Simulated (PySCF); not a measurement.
**A gas-phase reaction: H6OSi2 + Cl2 → ClH5OSi2 + ClH**

Aim: the reaction energy of `[SiH3]O[SiH3]` + `ClCl` → `[SiH3]O[SiH2]Cl` + `Cl`.

Programs: PySCF 2.14.0. All values are calculated, for the isolated system unless a continuum is named. Atoms count from 0, parts from 1.

## (1) Starting point

Each species was relaxed by itself at PBE0-D3(BJ)/def2-SVPD.

## (2) Reaction energy: wB97M-D3(BJ)/def2-TZVPD

What the job is given:

```
{"job": {"kind": "react", "xc": "wB97M-D3(BJ)", "basis": "def2-TZVPD"}, "charge": 0, "multiplicity": 1}
-1 H6OSi2 charge 0 multiplicity 1
Si    -1.120750     0.834720     0.865380
O      0.040790     0.004660     0.035760
Si     1.136580    -0.836550    -0.868980
H     -1.656370     1.932730     0.009210
H     -2.227980    -0.094520     1.234280
H     -0.522340     1.413650     2.102680
H      1.848000    -1.815560     0.002810
H      2.123140     0.112700    -1.461000
H      0.428610    -1.565140    -1.961680

-1 Cl2 charge 0 multiplicity 1
Cl     1.014640     0.008900     0.006350
Cl    -1.014710    -0.006590    -0.005430

+1 ClH5OSi2 charge 0 multiplicity 1
Si     0.917460    -0.253420     1.234820
O     -0.098430    -0.401230    -0.089870
Si    -0.733830     0.435290    -1.357130
Cl     0.596540     1.917050    -1.963320
H      0.955660    -1.583950     1.899640
H      0.373530     0.774320     2.168670
H      2.279940     0.142390     0.781780
H     -0.924830    -0.491020    -2.497900
H     -1.984760     1.122840    -0.950440

+1 ClH charge 0 multiplicity 1
Cl     0.644670     0.006960     0.002820
H     -0.643450    -0.005800    -0.006860
```

Method: wB97M-D3(BJ)/def2-TZVPD reaction energy of separated species, gas phase.

Launch:

```bash
OMP_NUM_THREADS=1 python cluster_run.py task.json out
```

One launch serves the whole session: the jobs run in the order shown.

What it wrote:

```text
species 1 (H6OSi2)
coarse grid: 32840 points
cycle   1  E = -657.9349133981  dE = -9.965e-02  |g| = 7.163e-01  |ddm| = 2.226e+00
cycle   2  E = -657.8980341710  dE =  3.688e-02  |g| = 8.784e-01  |ddm| = 7.636e-01
cycle   3  E = -658.0273588649  dE = -1.293e-01  |g| = 4.074e-02  |ddm| = 3.989e-01
cycle   4  E = -658.0278107904  dE = -4.519e-04  |g| = 1.427e-02  |ddm| = 7.215e-02
cycle   5  E = -658.0278462832  dE = -3.549e-05  |g| = 1.447e-03  |ddm| = 1.710e-02
cycle   6  E = -658.0278475526  dE = -1.269e-06  |g| = 2.861e-04  |ddm| = 4.782e-03
final grid: 67296 points
cycle   7  E = -658.0278263681  dE = -9.069e-08  |g| = 1.839e-04  |ddm| = 1.857e-03
cycle   8  E = -658.0278263729  dE = -4.714e-09  |g| = 1.736e-04  |ddm| = 3.686e-04
cycle   9  E = -658.0278263778  dE = -4.989e-09  |g| = 3.218e-05  |ddm| = 8.205e-05
cycle  10  E = -658.0278263782  dE = -3.479e-10  |g| = 9.371e-06  |ddm| = 4.133e-05
converged SCF energy = -658.0278263782

species 2 (Cl2)
coarse grid: 12632 points
cycle   1  E = -920.4762353666  dE =  6.389e-02  |g| = 2.472e-01  |ddm| = 1.180e+00
cycle   2  E = -920.4854153776  dE = -9.180e-03  |g| = 1.551e-01  |ddm| = 2.411e-01
cycle   3  E = -920.4902180895  dE = -4.803e-03  |g| = 1.247e-02  |ddm| = 9.692e-02
cycle   4  E = -920.4902875067  dE = -6.942e-05  |g| = 2.486e-03  |ddm| = 1.204e-02
cycle   5  E = -920.4902918625  dE = -4.356e-06  |g| = 2.986e-04  |ddm| = 3.875e-03
final grid: 23496 points
cycle   6  E = -920.4902478252  dE = -4.826e-08  |g| = 9.190e-05  |ddm| = 4.977e-04
cycle   7  E = -920.4902478287  dE = -3.548e-09  |g| = 4.802e-05  |ddm| = 1.125e-04
cycle   8  E = -920.4902478293  dE = -6.228e-10  |g| = 1.456e-05  |ddm| = 4.221e-05
converged SCF energy = -920.4902478293

species 3 (ClH5OSi2)
coarse grid: 36680 points
cycle   1  E = -1117.6492076025  dE =  1.053e-01  |g| = 7.464e-01  |ddm| = 2.253e+00
cycle   2  E = -1117.6248127513  dE =  2.439e-02  |g| = 8.869e-01  |ddm| = 8.742e-01
cycle   3  E = -1117.7570367545  dE = -1.322e-01  |g| = 6.820e-02  |ddm| = 4.693e-01
cycle   4  E = -1117.7580597149  dE = -1.023e-03  |g| = 2.840e-02  |ddm| = 8.993e-02
cycle   5  E = -1117.7582351618  dE = -1.754e-04  |g| = 3.998e-03  |ddm| = 2.692e-02
cycle   6  E = -1117.7582406581  dE = -5.496e-06  |g| = 9.768e-04  |ddm| = 8.235e-03
final grid: 73672 points
cycle   7  E = -1117.7581565903  dE = -4.173e-07  |g| = 5.182e-04  |ddm| = 3.666e-03
cycle   8  E = -1117.7581566458  dE = -5.550e-08  |g| = 3.293e-04  |ddm| = 9.206e-04
cycle   9  E = -1117.7581566675  dE = -2.172e-08  |g| = 5.012e-05  |ddm| = 2.799e-04
cycle  10  E = -1117.7581566693  dE = -1.854e-09  |g| = 2.487e-05  |ddm| = 1.048e-04
cycle  11  E = -1117.7581566696  dE = -2.196e-10  |g| = 9.850e-06  |ddm| = 3.888e-05
converged SCF energy = -1117.7581566696

species 4 (ClH)
coarse grid: 8792 points
cycle   1  E = -460.8503331475  dE = -8.165e-02  |g| = 2.169e-01  |ddm| = 7.239e-01
cycle   2  E = -460.8625127099  dE = -1.218e-02  |g| = 1.397e-01  |ddm| = 2.651e-01
cycle   3  E = -460.8670521399  dE = -4.539e-03  |g| = 1.358e-02  |ddm| = 9.818e-02
cycle   4  E = -460.8670932231  dE = -4.108e-05  |g| = 3.364e-03  |ddm| = 9.545e-03
cycle   5  E = -460.8670994716  dE = -6.248e-06  |g| = 8.516e-04  |ddm| = 3.915e-03
final grid: 17120 points
cycle   6  E = -460.8670681956  dE = -3.715e-07  |g| = 3.676e-04  |ddm| = 8.891e-04
cycle   7  E = -460.8670682419  dE = -4.627e-08  |g| = 1.618e-04  |ddm| = 3.981e-04
cycle   8  E = -460.8670682485  dE = -6.578e-09  |g| = 4.221e-05  |ddm| = 1.295e-04
cycle   9  E = -460.8670682498  dE = -1.313e-09  |g| = 3.973e-06  |ddm| = 6.531e-05
cycle  10  E = -460.8670682498  dE = -3.524e-12  |g| = 8.165e-07  |ddm| = 3.312e-06
converged SCF energy = -460.8670682498

Reaction energy = -67.998 kcal/mol
```

Run time: 55 s. Hardware: 1 thread of Arm Neoverse N1, shared host; peak memory 0.81 GiB.

Species by species (with the dispersion term, which the log's SCF energies lack):

```
 ν          species  energy (Eh)  HOMO (eV)
-1    [SiH3]O[SiH3]   -658.03519     -11.02
-1             ClCl   -920.49147     -11.18
+1  [SiH3]O[SiH2]Cl  -1117.76741     -11.14
+1               Cl   -460.86761     -11.93
```

## (3) Reaction energy: PBE0-D3(BJ)/def2-TZVPD

The job, as its differences from that of step 2:

```diff
@@ -1,2 +1,2 @@
-{"job": {"kind": "react", "xc": "wB97M-D3(BJ)", "basis": "def2-TZVPD"}, "charge": 0, "multiplicity": 1}
+{"job": {"kind": "react", "xc": "PBE0", "basis": "def2-TZVPD", "disp": "d3bj"}, "charge": 0, "multiplicity": 1}
 -1 H6OSi2 charge 0 multiplicity 1
```

Method: PBE0-D3(BJ)/def2-TZVPD reaction energy of separated species, gas phase.

What it wrote:

```text
species 1 (H6OSi2)
coarse grid: 8056 points
cycle   1  E = -657.5065679373  dE = -4.395e-02  |g| = 7.520e-01  |ddm| = 2.381e+00
cycle   2  E = -657.2725549412  dE =  2.340e-01  |g| = 1.329e+00  |ddm| = 9.882e-01
cycle   3  E = -657.6013248317  dE = -3.288e-01  |g| = 7.040e-02  |ddm| = 7.080e-01
cycle   4  E = -657.6023186520  dE = -9.938e-04  |g| = 1.840e-02  |ddm| = 7.085e-02
cycle   5  E = -657.6023737392  dE = -5.509e-05  |g| = 1.104e-03  |ddm| = 1.934e-02
cycle   6  E = -657.6023740714  dE = -3.321e-07  |g| = 2.466e-04  |ddm| = 2.247e-03
final grid: 67296 points
cycle   7  E = -657.6019533135  dE = -7.960e-06  |g| = 5.145e-03  |ddm| = 2.768e-02
cycle   8  E = -657.6019456448  dE =  7.669e-06  |g| = 8.327e-03  |ddm| = 6.338e-03
cycle   9  E = -657.6019575239  dE = -1.188e-05  |g| = 3.625e-04  |ddm| = 4.031e-03
cycle  10  E = -657.6019575432  dE = -1.930e-08  |g| = 3.999e-05  |ddm| = 2.777e-04
cycle  11  E = -657.6019575435  dE = -3.062e-10  |g| = 7.710e-06  |ddm| = 4.528e-05
converged SCF energy = -657.6019575435

species 2 (Cl2)
coarse grid: 3248 points
cycle   1  E = -920.0848706046  dE =  1.015e-01  |g| = 1.608e-01  |ddm| = 1.191e+00
cycle   2  E = -920.0872210657  dE = -2.350e-03  |g| = 8.739e-02  |ddm| = 1.235e-01
cycle   3  E = -920.0886039453  dE = -1.383e-03  |g| = 3.229e-02  |ddm| = 7.027e-02
cycle   4  E = -920.0888550736  dE = -2.511e-04  |g| = 5.428e-04  |ddm| = 2.039e-02
cycle   5  E = -920.0888551830  dE = -1.093e-07  |g| = 2.230e-04  |ddm| = 9.350e-04
final grid: 23496 points
cycle   6  E = -920.0901489386  dE = -8.697e-06  |g| = 2.709e-03  |ddm| = 7.420e-03
cycle   7  E = -920.0901493720  dE = -4.334e-07  |g| = 1.503e-03  |ddm| = 3.012e-03
cycle   8  E = -920.0901496110  dE = -2.390e-07  |g| = 1.102e-04  |ddm| = 1.207e-03
cycle   9  E = -920.0901496136  dE = -2.582e-09  |g| = 4.179e-05  |ddm| = 9.865e-05
cycle  10  E = -920.0901496140  dE = -3.984e-10  |g| = 3.006e-06  |ddm| = 2.417e-05
converged SCF energy = -920.0901496140

species 3 (ClH5OSi2)
coarse grid: 9064 points
cycle   1  E = -1117.0299108053  dE =  1.344e-01  |g| = 7.632e-01  |ddm| = 2.356e+00
cycle   2  E = -1116.8064002269  dE =  2.235e-01  |g| = 1.321e+00  |ddm| = 1.083e+00
cycle   3  E = -1117.1295093286  dE = -3.231e-01  |g| = 1.101e-01  |ddm| = 7.616e-01
cycle   4  E = -1117.1318301412  dE = -2.321e-03  |g| = 4.844e-02  |ddm| = 1.265e-01
cycle   5  E = -1117.1323534271  dE = -5.233e-04  |g| = 7.357e-03  |ddm| = 4.135e-02
cycle   6  E = -1117.1323637870  dE = -1.036e-05  |g| = 2.048e-03  |ddm| = 7.344e-03
cycle   7  E = -1117.1323648456  dE = -1.059e-06  |g| = 3.066e-04  |ddm| = 1.860e-03
final grid: 73672 points
cycle   8  E = -1117.1327224401  dE = -1.258e-05  |g| = 5.863e-03  |ddm| = 3.153e-02
cycle   9  E = -1117.1327127791  dE =  9.661e-06  |g| = 9.256e-03  |ddm| = 8.022e-03
cycle  10  E = -1117.1327276661  dE = -1.489e-05  |g| = 7.134e-04  |ddm| = 5.043e-03
cycle  11  E = -1117.1327277428  dE = -7.674e-08  |g| = 1.065e-04  |ddm| = 4.955e-04
cycle  12  E = -1117.1327277455  dE = -2.657e-09  |g| = 3.080e-05  |ddm| = 1.291e-04
cycle  13  E = -1117.1327277457  dE = -2.381e-10  |g| = 9.075e-06  |ddm| = 3.035e-05
converged SCF energy = -1117.1327277457

species 4 (ClH)
coarse grid: 2248 points
cycle   1  E = -460.6537838548  dE = -4.644e-02  |g| = 1.882e-01  |ddm| = 7.411e-01
cycle   2  E = -460.6558525912  dE = -2.069e-03  |g| = 1.902e-01  |ddm| = 3.151e-01
cycle   3  E = -460.6653814376  dE = -9.529e-03  |g| = 1.506e-02  |ddm| = 1.513e-01
cycle   4  E = -460.6654034948  dE = -2.206e-05  |g| = 2.693e-03  |ddm| = 7.323e-03
cycle   5  E = -460.6654050426  dE = -1.548e-06  |g| = 1.111e-03  |ddm| = 2.553e-03
final grid: 17120 points
cycle   6  E = -460.6658903094  dE = -4.429e-06  |g| = 2.164e-03  |ddm| = 7.337e-03
cycle   7  E = -460.6658903389  dE = -2.950e-08  |g| = 1.795e-03  |ddm| = 2.512e-03
cycle   8  E = -460.6658909566  dE = -6.177e-07  |g| = 1.533e-04  |ddm| = 1.363e-03
cycle   9  E = -460.6658909635  dE = -6.900e-09  |g| = 2.147e-05  |ddm| = 1.086e-04
cycle  10  E = -460.6658909636  dE = -1.023e-10  |g| = 4.934e-06  |ddm| = 1.681e-05
converged SCF energy = -460.6658909636

Reaction energy = -67.663 kcal/mol
```

Run time: 29 s. Hardware: 1 thread of Arm Neoverse N1, shared host; peak memory 0.63 GiB.

Reaction energy at this level: -67.66 kcal/mol.

## (4) Side by side

Energies in kcal/mol, with wall time:

```
                    run  reaction  time
wB97M-D3(BJ)/def2-TZVPD    -68.00  55 s
 PBE0-D3(BJ)/def2-TZVPD    -67.66  29 s
```

## (5) What came out

| quantity | value |
| --- | --- |
| reaction energy (wB97M-D3(BJ)/def2-TZVPD) | -68.00 kcal/mol |
| ΔH, ΔG at 298 K (xTB thermal terms) | -68.8, -67.7 kcal/mol |
| range of the reaction energy over the runs of this table | -68.00 to -67.66 kcal/mol |

The reaction is exothermic by 68.8 kcal/mol in the gas phase; dispersion gives -0.76, and xTB itself gave -40.34 for the electronic energy (xTB energies and thermal terms come from the earlier relaxation of each species, not shown). No barrier was sought. xTB and this level differ widely in the electronic energy, so what comes from xTB (the thermal terms above all) is less safe here. The reaction energy runs from -68.00 (wB97M-D3(BJ)/def2-TZVPD) to -67.66 kcal/mol (PBE0-D3(BJ)/def2-TZVPD).
